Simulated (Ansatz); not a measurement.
# C₄H₁₆N₄Zr: one species, many methods

The task here is to estimate one member of a computed series from the others.

Program: Ansatz 0.2.0, Gaussian basis. Level of theory: functionals in def2-TZVPP, the program's frozen cores in correlated methods. These are calculated values, not measurements.

Plan: LDA (SPW92), PBE-D4, revPBE-D4, BLYP-D4, r2SCAN-D4, B97M-V, PBE0-D4, B3LYP-D4, r2SCANh-D4, r2SCAN0-D4, HSE06-D4, BHLYP-D4, CAM-B3LYP-D4, LC-ωPBE, ωB97X-V, ωB97M-V, B2PLYP, PBE-QIDH; CCSD(T)/def2-SVP; CCSD(T)/def2-TZVPP; MP2/def2-QZVPP; extrapolation to the limit; RPA on PBE.

2 further runs of the same task are left out: 2 for a known fault of the program.

## The relaxed structure

The geometry comes from an earlier relaxation with PBE0-D4 in a triple-zeta def2 set; it is a stationary point, not always the lowest conformer. Zr takes the def2 core potential; no spin-orbit term is included.

SMILES `C[NH][Zr]([NH]C)([NH]C)[NH]C`, 25 atoms, charge 0, spin multiplicity 1.

Atoms are counted from 1 here; the program's logs count them from 0.

Bond lengths: C1–N2 1.446 Å, C1–H10 1.098 Å, C1–H11 1.094 Å, C1–H12 1.098 Å, N2–Zr3 2.055 Å, N2–H13 1.013 Å, Zr3–N4 2.051 Å, Zr3–N6 2.045 Å, Zr3–N8 2.050 Å, N4–C5 1.447 Å, N4–H14 1.010 Å, C5–H15 1.098 Å, C5–H16 1.098 Å, C5–H17 1.097 Å, N6–C7 1.446 Å, N6–H18 1.015 Å, C7–H19 1.092 Å, C7–H20 1.098 Å and more. Angles: N2–C1–H10 112.8°, N2–C1–H11 110.1°, N2–C1–H12 112.6°, H10–C1–H11 106.6°, H10–C1–H12 107.6°, H11–C1–H12 106.8°, C1–N2–Zr3 130.7°, C1–N2–H13 110.8°, Zr3–N2–H13 118.5°, N2–Zr3–N4 112.4°, N2–Zr3–N6 109.2°, N2–Zr3–N8 109.3°, N4–Zr3–N6 110.7°, N4–Zr3–N8 107.1°, N6–Zr3–N8 108.1°, Zr3–N4–C5 122.9°, Zr3–N4–H14 125.5°, C5–N4–H14 111.6° and more.

Set-up of the first run:

File in.yaml:

```yaml
crystal:
  periodic: [false, false, false]
  atoms:
    - {symbol: C, position_ang: [-2.226464, -1.651554, 1.253178]}
    - {symbol: N, position_ang: [-1.832991, -0.463093, 0.529677]}
    - {symbol: Zr, position_ang: [0.023758, 0.357856, 0.212193]}
    - {symbol: N, position_ang: [1.354202, -0.121436, 1.698162]}
    - {symbol: C, position_ang: [1.718604, -1.484660, 2.017613]}
    - {symbol: N, position_ang: [-0.159140, 2.387072, 0.033567]}
    - {symbol: C, position_ang: [0.284697, 3.347555, -0.952722]}
    - {symbol: N, position_ang: [0.794080, -0.369082, -1.542643]}
    - {symbol: C, position_ang: [0.155975, -0.928662, -2.713584]}
    - {symbol: H, position_ang: [-2.867441, -1.431905, 2.117261]}
    - {symbol: H, position_ang: [-1.342340, -2.165310, 1.643226]}
    - {symbol: H, position_ang: [-2.759357, -2.373767, 0.620645]}
    - {symbol: H, position_ang: [-2.645935, 0.028620, 0.177398]}
    - {symbol: H, position_ang: [1.831021, 0.539931, 2.295096]}
    - {symbol: H, position_ang: [1.416477, -1.784169, 3.030120]}
    - {symbol: H, position_ang: [2.796754, -1.669655, 1.922772]}
    - {symbol: H, position_ang: [1.226687, -2.179284, 1.325501]}
    - {symbol: H, position_ang: [-0.707834, 2.843651, 0.755818]}
    - {symbol: H, position_ang: [0.848324, 2.833447, -1.734508]}
    - {symbol: H, position_ang: [0.943858, 4.114904, -0.525940]}
    - {symbol: H, position_ang: [-0.549720, 3.866130, -1.443050]}
    - {symbol: H, position_ang: [1.802515, -0.448661, -1.610224]}
    - {symbol: H, position_ang: [0.412395, -1.984422, -2.874092]}
    - {symbol: H, position_ang: [-0.930411, -0.879038, -2.603122]}
    - {symbol: H, position_ang: [0.412287, -0.384434, -3.632321]}
basis:
  gaussian: {orbitals: def2-TZVPP}
hamiltonian: {xc: lda}
output: {orbitals: {seedname: orbitals}}
```

Command:

```
> ansatz run in.yaml --threads 4 --pin off --events-out ev --progress --plain --max-ram 66560MiB --backend cuda --devices 0, --max-vram 37GiB
```

Steps of the session up to this table: LDA; PBE-D4 (GGA); revPBE-D4 (GGA); BLYP-D4 (GGA); r2SCAN-D4 (meta-GGA); B97M-V (meta-GGA); B3LYP-D4 (hybrid); r2SCANh-D4 (hybrid); r2SCAN0-D4 (hybrid); HSE06-D4 (hybrid); BHLYP-D4 (hybrid); CAM-B3LYP-D4 (range-separated); LC-ωPBE (range-separated); ωB97X-V (range-separated); ωB97M-V (range-separated); B2PLYP (double hybrid); PBE-QIDH (double hybrid).

One table of the session follows, with a row left open; its other results are not shown here.

It belongs to the step «Orbital energies across the functionals». 

| functional | HOMO (eV) | gap (eV) |
| --- | --- | --- |
| LDA (SPW92) | ? | ? |
| PBE-D4 | -4.76 | 4.02 |
| revPBE-D4 | -4.69 | 4.05 |
| BLYP-D4 | -4.64 | 3.99 |
| r2SCAN-D4 | -4.99 | 4.53 |
| B97M-V | -5.12 | 4.46 |
| PBE0-D4 | -6.04 | 6.08 |
| B3LYP-D4 | -5.83 | 5.62 |
| r2SCANh-D4 | -5.48 | 5.32 |
| r2SCAN0-D4 | -6.22 | 6.49 |
| HSE06-D4 | -5.64 | 5.32 |
| BHLYP-D4 | -7.27 | 7.87 |
| CAM-B3LYP-D4 | -7.42 | 8.17 |
| LC-ωPBE | -8.77 | 10.54 |
| ωB97X-V | -8.44 | 10.04 |
| ωB97M-V | -8.37 | 9.43 |

**Question.** Estimate the row for LDA (SPW92).

As computed: HOMO (eV): -4.90; gap (eV): 3.94. In the column «HOMO (eV)» it lies between r2SCAN-D4 (-4.99) and PBE-D4 (-4.76).
